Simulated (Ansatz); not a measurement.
# C2H4BClO: up Jacob's ladder to CCSD(T)

An exercise on one series of results from a longer session: the logs are not shown, and one member is left open.

Method: functionals in def2-TZVPP, the program's frozen cores in correlated methods; program: Ansatz 0.2.0, Gaussian basis.

Levels to be run: LDA (SPW92), PBE-D4, revPBE-D4, BLYP-D4, r2SCAN-D4, B97M-V, PBE0-D4, B3LYP-D4, r2SCANh-D4, r2SCAN0-D4, HSE06-D4, BHLYP-D4, CAM-B3LYP-D4, LC-ωPBE, ωB97X-V, ωB97M-V, B2PLYP, PBE-QIDH; CCSD(T)/def2-SVP; CCSD(T)/def2-TZVPP; MP2/def2-QZVPP; extrapolation to the limit; RPA on PBE.

## Structure used throughout

An earlier PBE0-D4 in a triple-zeta def2 set relaxation fixed the geometry.

9 atoms, charge 0, spin multiplicity 1.

Atoms are counted from 1 here; the program's logs count them from 0.

Bond lengths: B1–C2 1.590 Å, B1–H6 1.194 Å, B1–H7 1.194 Å, C2–O3 1.203 Å, C2–C4 1.526 Å, C4–Cl5 1.801 Å, C4–H8 1.089 Å, C4–H9 1.089 Å. Angles: C2–B1–H6 119.1°, C2–B1–H7 119.1°, H6–B1–H7 120.0°, B1–C2–O3 129.4°, B1–C2–C4 108.4°, O3–C2–C4 122.2°, C2–C4–Cl5 100.4°, C2–C4–H8 113.5°, C2–C4–H9 113.5°, Cl5–C4–H8 109.0°, Cl5–C4–H9 109.0°, H8–C4–H9 110.9°.

Set-up of the first run:

Input file in.yaml:

```yaml
crystal:
  periodic: [false, false, false]
  atoms:
    - {symbol: B, position_ang: [0.896328, 0.720838, -0.721652]}
    - {symbol: C, position_ang: [0.577765, -0.442073, 0.314902]}
    - {symbol: O, position_ang: [1.332871, -1.189081, 0.879277]}
    - {symbol: C, position_ang: [-0.932660, -0.500198, 0.524551]}
    - {symbol: Cl, position_ang: [-1.464044, 0.832198, -0.565054]}
    - {symbol: H, position_ang: [1.233123, 1.789905, -0.309633]}
    - {symbol: H, position_ang: [1.065531, 0.443584, -1.870850]}
    - {symbol: H, position_ang: [-1.381811, -1.433636, 0.187433]}
    - {symbol: H, position_ang: [-1.238703, -0.267638, 1.543827]}
basis:
  gaussian: {orbitals: def2-TZVPP}
hamiltonian: {xc: lda}
output: {orbitals: {seedname: orbitals}}
```

Command:

```console
> ansatz run in.yaml --threads 2 --pin off --events-out ev --progress --plain --max-ram 4352MiB
```

Among the steps run: LDA; PBE-D4 (GGA); revPBE-D4 (GGA); BLYP-D4 (GGA); r2SCAN-D4 (meta-GGA); B97M-V (meta-GGA); PBE0-D4 (hybrid); B3LYP-D4 (hybrid); r2SCANh-D4 (hybrid); r2SCAN0-D4 (hybrid); HSE06-D4 (hybrid); BHLYP-D4 (hybrid); CAM-B3LYP-D4 (range-separated); LC-ωPBE (range-separated); ωB97X-V (range-separated); ωB97M-V (range-separated); B2PLYP (double hybrid); PBE-QIDH (double hybrid).

One table of the session follows, with a row left open; its other results are not shown here.

It belongs to the step «Frontier levels by functional». 

```
  functional  HOMO (eV)  gap (eV)
 LDA (SPW92)      -5.92      3.53
      PBE-D4      -5.77      3.61
   revPBE-D4      -5.71      3.63
     BLYP-D4          ?         ?
   r2SCAN-D4      -6.06      4.10
      B97M-V      -6.22      4.31
     PBE0-D4      -7.27      6.22
    B3LYP-D4      -7.06      5.75
  r2SCANh-D4      -6.62      5.07
  r2SCAN0-D4      -7.48      6.54
    HSE06-D4      -6.87      5.42
    BHLYP-D4      -8.77      8.85
CAM-B3LYP-D4      -8.73      8.83
     LC-ωPBE     -10.01     11.32
     ωB97X-V      -9.70     10.92
     ωB97M-V      -9.63     10.57
```

**Question.** Estimate the row for BLYP-D4.

Worked estimate for «HOMO (eV)». Against the share of exact exchange, B3LYP-D4 (0.2, -7.06), BHLYP-D4 (0.5, -8.77) give a slope of -5.70 per unit share; at 0 the line stands at -5.92.

**Answer.** HOMO (eV): -5.70; gap (eV): 3.66. In «HOMO (eV)» the line misses by -0.22.
